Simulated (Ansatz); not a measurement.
Input of an Ansatz 0.2.0 run:

input.yaml

```yaml
crystal:
  lattice:
    - [2.80181376, 2.80181376, 0.0]
    - [-2.80181376, 2.80181376, 0.0]
    - [0.0, 0.0, 2.80181376]
  atoms:
    - { symbol: Gd, position: [0.0, 0.0, 0.0], spin: 7.0 }
    - { symbol: Gd, position: [0.5, 0.5, 0.0], spin: -7.0 }
    - { symbol: O, position: [0.5, 0.0, 0.5] }
    - { symbol: O, position: [0.0, 0.5, 0.5] }
hamiltonian:
  xc: pbesol
  pseudopotentials: { kind: paw }
  hubbard: { sites: [{ species: Gd, l: f, u_eff: 8.0 }] }
magnetization:
  spin_polarized: true
kpoints:
  mp_grid: { grid: [5, 5, 7] }
scf:
  occupations: { method: gaussian, width: 0.05 }
output:
  forces: true
  stress: true
  eigenvalues: true
  write_density: true
  write_potential: true
  elf: true
  volumetric_format: npy
```

Potentials or basis: Ansatz PAW.

Launch:

```bash
$ ansatz run input.yaml --threads 2 --pin off --max-ram 5632MiB --backend cpu --events-out ev --progress --plain --runs-dir out
```

Problem. What does it give for the band gap on the k mesh?

Solution. None (metal or under the smearing width).

Problem. Estimate the absolute moment.

Solution. 14.37 μB per cell.

Problem. Estimate the net moment.

Solution. 0.00 μB per cell.

Eigenvalues of the final occupation matrices:
```tsv
site	spin	trace	eigenvalues
site 1	1	6.99	1.00 1.00 1.00 1.00 1.00 1.00 1.00
site 1	2	0.05	0.00 0.00 0.00 0.01 0.01 0.01 0.01
site 2	1	0.05	0.00 0.00 0.00 0.01 0.01 0.01 0.01
site 2	2	6.99	1.00 1.00 1.00 1.00 1.00 1.00 1.00
```

Caveat: the magnetic or orbital state may not be the lowest; spin-orbit coupling is left out, which moves the levels of the heavy elements. The state reached can hang on the start; a lower one may exist.
